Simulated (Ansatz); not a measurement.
# AlSiH3Cl2 (SMILES [SiH3][Al]([Cl])[Cl]) at HF/3-21G

What is the electronic atomisation energy of AlSiH3Cl2 at HF/3-21G? 

The results are computed with Ansatz 0.2.0.

45 further runs of the same task are left out: 45 set aside as unsound or not needed. Runs told in other sessions of the task aren't counted.

**1. Starting point**

AlSiH3Cl2: 7 atoms, total charge 0, spin state singlet. SMILES: `[SiH3][Al]([Cl])[Cl]`. The coordinates come from a PBE0-D4/def2-TZVP relaxation.

Bond lengths: Si1–Al2 2.433 Å, Al2–Cl3 2.091 Å, Al2–Cl4 2.091 Å, Si1–H5 1.486 Å, Si1–H6 1.488 Å, Si1–H7 1.488 Å. Angles: Si1–Al2–Cl3 120.8°, Si1–Al2–Cl4 122.3°, Cl3–Al2–Cl4 117.0°, Al2–Si1–H5 111.1°, Al2–Si1–H6 109.7°, Al2–Si1–H7 109.5°, H5–Si1–H6 109.1°, H5–Si1–H7 109.0°, H6–Si1–H7 108.3°.

**2. The energy at HF/3-21G**

Contents of run.yaml:

```yaml
crystal:
  periodic: [false, false, false]
  atoms:
    - {symbol: Si, position_ang: [-0.434800, 0.999700, -0.278300]}
    - {symbol: Al, position_ang: [0.497800, -1.172400, 0.296300]}
    - {symbol: Cl, position_ang: [2.290200, -1.318600, 1.363300]}
    - {symbol: Cl, position_ang: [-0.432100, -2.964700, -0.245300]}
    - {symbol: H, position_ang: [-1.709600, 0.853800, -1.028500]}
    - {symbol: H, position_ang: [-0.687900, 1.781100, 0.962600]}
    - {symbol: H, position_ang: [0.537600, 1.753200, -1.115800]}
basis:
  gaussian: {orbitals: 3-21G.json}
output: {orbitals: {seedname: orbitals}}
hamiltonian: {xc: hf}
accuracy: high
```

The basis set 3-21G is read from a file made from the Basis Set Exchange's data (not shown).

On the command line:

```bash
$ ansatz run run.yaml --threads 1 --pin off --max-ram 2610MiB --events-out events.jsonl --progress --plain --runs-dir runs
```

Log:

```text
Warning: RAYON_NUM_THREADS=1 ignored (pool sized by the plan → 1); use --threads N
Functional definition: HF
  name "HF"
  exchange = exact_x
  correlation = 0
1292 factors; integrals over basis functions are off by at most 6.7e-9 eV
mean field evaluation 1: about -39304.4273 eV, gradient 1.7e1 eV
mean field evaluation 2: about -39304.4313 eV, gradient 1.7e1 eV
mean field evaluation 4: about -39305.7258 eV, gradient 1.2e0 eV
mean field evaluation 8: about -39305.7364 eV, gradient 5.9e-4 eV
mean field -39305.73638292 eV, -1444.4591696874 hartree, gradient 2.7e-8 eV, S^2 0.000000; 0 other end points of the search recorded, 0 dependent functions left out
reference -39305.73638292 eV, -1444.4591696874 hartree; 32, 32 occupied and 26, 26 virtual orbitals, 1292 factors
Total energy: -39305.73638292 eV, -1444.4591696874 hartree
```

Wall time 0.99 s (1 thread of Arm Neoverse V2, shared host); peak memory 0.14 GiB.

**3. The Al atom**

Contents of molecule.yaml:

```yaml
crystal:
  periodic: [false, false, false]
  atoms:
    - {symbol: Al, position_ang: [0.000000, 0.000000, 0.000000]}
basis:
  gaussian:
    orbitals: 3-21G.json
hamiltonian:
  xc: hf
accuracy: high
magnetization:
  spin_polarized: true
  initial_magnetization: 1
```

The basis set 3-21G is read from a file made from the Basis Set Exchange's data (not shown).

Run the same way, it converges to -240.55105 Eh (log not shown).

**4. The Cl atom**

Contents of run.yaml:

```yaml
crystal:
  periodic: [false, false, false]
  atoms:
    - symbol: Cl
      position_ang: [0.000000, 0.000000, 0.000000]
basis:
  gaussian:
    orbitals: 3-21G.json
magnetization:
  spin_polarized: true
  initial_magnetization: 1
hamiltonian:
  xc: hf
accuracy: high
```

The basis set 3-21G is read from a file made from the Basis Set Exchange's data (not shown).

Run the same way, it converges to -457.27655 Eh (log not shown).

**5. The H atom at the same level**

Contents of run.yaml:

```yaml
crystal:
  periodic: [false, false, false]
  atoms:
    - {symbol: H, position_ang: [0.000000, 0.000000, 0.000000]}
basis:
  gaussian:
    orbitals: 3-21G.json
magnetization:
  spin_polarized: true
  initial_magnetization: 1
accuracy: high
hamiltonian:
  xc: hf
total_charge: 0
```

The basis set 3-21G is read from a file made from the Basis Set Exchange's data (not shown).

Run the same way, it converges to -0.49620 Eh (log not shown).

**6. The Si atom at the same level**

Contents of in.yaml:

```yaml
crystal:
  periodic: [false, false, false]
  atoms:
    - {symbol: Si, position_ang: [0.000000, 0.000000, 0.000000]}
basis:
  gaussian:
    orbitals: 3-21G.json
hamiltonian:
  xc: hf
magnetization:
  spin_polarized: true
  initial_magnetization: 2
accuracy: high
```

The basis set 3-21G is read from a file made from the Basis Set Exchange's data (not shown).

Run the same way, it converges to -287.34443 Eh (log not shown).

**7. What came out**

At HF/3-21G:

| quantity | value |
| --- | --- |
| molecule: total energy | -1444.45917 Eh |
| molecule: HOMO energy | -11.20 eV |
| molecule: LUMO energy | 0.55 eV |
| molecule: HOMO–LUMO gap | 11.74 eV |
| Al atom: total energy | -240.55105 Eh |
| Al atom: ⟨S²⟩ | 0.750 |
| Cl atom: total energy | -457.27655 Eh |
| Cl atom: ⟨S²⟩ | 0.750 |
| H atom: total energy | -0.49620 Eh |
| H atom: ⟨S²⟩ | 0.750 |
| Si atom: total energy | -287.34443 Eh |
| Si atom: ⟨S²⟩ | 2.000 |
| electronic atomisation energy | 14.204 eV |

In words: Taking the molecule apart into free atoms costs 14.20 eV (1370 kJ/mol), before zero-point energy and without spin-orbit coupling. Hartree–Fock lacks the correlation of the bonding pairs, which as a rule makes this value much too low; in minimal bases other errors can mask that. The basis has no polarisation functions, which makes bonds too weak.
